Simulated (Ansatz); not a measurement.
I need a convergence test of the k-point mesh of RbYO3, space group Pm-3m. Use the Ansatz DFT code, driven from Python. Level of theory (first run): PBEsol, PAW, cutoff 450 eV, 2×2×2 k-points, Fermi-Dirac smearing of 0.15 eV. The script varies spacing (1/A): 1.0, 0.6, 0.4, 0.3.

```
CELL_PARAMETERS angstrom
4.54310 0.00000 0.00000
0.00000 4.54310 0.00000
0.00000 0.00000 4.54310
ATOMIC_POSITIONS crystal
Rb 0.00000 0.00000 0.00000
Y 0.50000 0.50000 0.50000
O 0.50000 0.50000 0.00000
O 0.50000 0.00000 0.50000
O 0.00000 0.50000 0.50000
```

Script `kconv_rbyo3.py`:
```python
'''k-point test for RbYO3.'''

import argparse

import ansatz as az
from ase import Atoms
from tabulate import tabulate

parser = argparse.ArgumentParser(description='k-point test for RbYO3.')
parser.add_argument('--xc', default='pbesol', help='exchange-correlation functional')
parser.add_argument('--cutoff-ev', type=float, required=True, help='basis')
parser.add_argument('--filling', required=True, help='how the bands are filled')
parser.add_argument('--smearing-width', type=float, default=0.15, help='smearing width (eV)')
args = parser.parse_args()


def main() -> None:
    atoms = Atoms(
        ['Rb', 'Y', 'O', 'O', 'O'],
        scaled_positions=[
            (0.0, 0.0, 0.0),
            (0.5, 0.5, 0.5),
            (0.5, 0.5, 0.0),
            (0.5, 0.0, 0.5),
            (0.0, 0.5, 0.5),
        ],
        cell=[
            (4.543095, 0.0, 0.0),
            (0.0, 4.543095, 0.0),
            (0.0, 0.0, 4.543095),
        ],
        pbc=True,
    )
    xtal = az.Crystal.from_ase(atoms)

    calc = (
        xtal.calculation()
        .functional(args.xc)
        .pseudopotentials('paw')
        .basis(args.cutoff_ev)
        .occupations(args.filling, width=args.smearing_width)
        .stress()
    )

    rows = []
    for value in [1.0, 0.6, 0.4, 0.3]:
        r = calc.kpoints(spacing=value).run(threads=1, backend='cpu').report
        rows.append((value, r['free_energy_ev'] / len(r['lattice']['sites']), r['n_iterations'], sum(r['stress_gpa'][i][i] for i in range(3)) / 3, r['n_kpoints']))

    print(tabulate(rows, headers=['spacing (1/A)', 'F/atom (eV)', 'iterations', 'P (GPa)', 'k-points'], floatfmt='.4f', tablefmt='plain'))

    # the last row is the reference
    for row in rows[:-1]:
        shift = 1000 * (row[1] - rows[-1][1])
        print(f'{row[0]}: {shift:+.2f} meV/atom' + ('  (within 1 meV)' if abs(shift) < 1 else ''))


if __name__ == '__main__':
    main()
```

```console
$ python kconv_rbyo3.py --cutoff-ev 450.0 --filling Fermi-Dirac
  spacing (1/A)    F/atom (eV)    iterations    P (GPa)    k-points
         1.0000     -1739.2290             7    -5.0848           4
         0.6000     -1739.2446             7    -4.9516           4
         0.4000     -1739.2393             7    -4.7692          10
         0.3000     -1739.2367             7    -4.6495          10
1.0: +7.77 meV/atom
0.6: -7.87 meV/atom
0.4: -2.61 meV/atom
```

Reading the output:
- The run is spin-unpolarised.
- A Fermi-Dirac width this large means warm electrons, whose thermal share enters the free energy.
- Pressure is positive in compression.
- The structure comes from a database of computed cells and needn't be a stable or known phase.
- Shifts are counted from the finest mesh, which is itself no proven limit.
- Timing: 3.4 s on 1 thread of Intel(R) Xeon(R) Gold 6455B (Sapphire Rapids), with other jobs on the host, peak memory 0.44 GiB.

(A comment or docstring line of the script was reworded after the run, the code is as it ran.)
